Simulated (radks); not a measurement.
# Ionisation of Nd: one atom, several choices of exchange strength α

One table from this session's results is given with a row withheld; the runs are named, their logs left out.

The numbers are computed with radks (a radial shooting solver on a logarithmic mesh, Libxc functionals) version 1 (Dirac Kohn-Sham, spin-unpolarised, spherical densities, finite nucleus; open shells are shared between the two j in proportion to 2j + 1), except any that are marked as measured or tabulated.

4 further runs of the same task are left out: 2 that didn't finish, 2 set aside as unsound or not needed.

**The atom as given**

* element: neodymium (Z = 60)
* charge: 0
* electrons: 60
* configuration: [Xe] 4f4 6s2
* ion: Nd⁺, [Xe] 4f4 6s1
* choices: α = 0.667; α = 0.68; α = 0.685; α = 0.801; α = 1.04

The outer shells:

Nd
```
[Xe] core
4f [↑ ][↑ ][↑ ][↑ ][  ][  ][  ]
6s [↑↓]
```

Nd⁺
```
[Xe] core
4f [↑ ][↑ ][↑ ][↑ ][  ][  ][  ]
6s [↑ ]
```

Set-up of the first run:

Input:

```text
Z 60
configuration [Xe] 4f4 6s2
relativity Dirac
functional xalpha 0.667
spin unpolarised
j_filling average
nucleus finite rms 4.9123 fm
c 137.035999084
```

Among the steps run: α = 0.667: Nd.

One table of the session follows, with a row left open; its other results are not shown here.

It belongs to the step «α = 0.667: Nd». Sizes of the orbitals, from the radial functions (bohr):

| level | <r> | outermost maximum (interpolated) | 90 % within | nodes |
| --- | --- | --- | --- | --- |
| 4d3/2 | 0.7018 | 0.614 | 1.06 | 1 |
| 4d5/2 | 0.7121 | 0.622 | 1.07 | 1 |
| 5s1/2 | ? | ? | ? | ? |
| 5p1/2 | 1.670 | 1.45 | 2.46 | 3 |
| 5p3/2 | 1.766 | 1.52 | 2.60 | 3 |
| 6s1/2 | 4.506 | 3.77 | 6.71 | 5 |
| 4f5/2 | 1.131 | 0.660 | 2.02 | 0 |
| 4f7/2 | 1.162 | 0.666 | 2.08 | 0 |

**Question.** Estimate the row for 5s1/2.

The run gave: <r>: 1.474; outermost maximum (interpolated): 1.32; 90 % within: 2.13; nodes: 4. In the column «<r>» it lies between 4f7/2 (1.162) and 5p1/2 (1.670).

To keep in mind: Spin polarisation and multiplet splitting are left out, so open shells lie too high by an amount that depends on their filling.
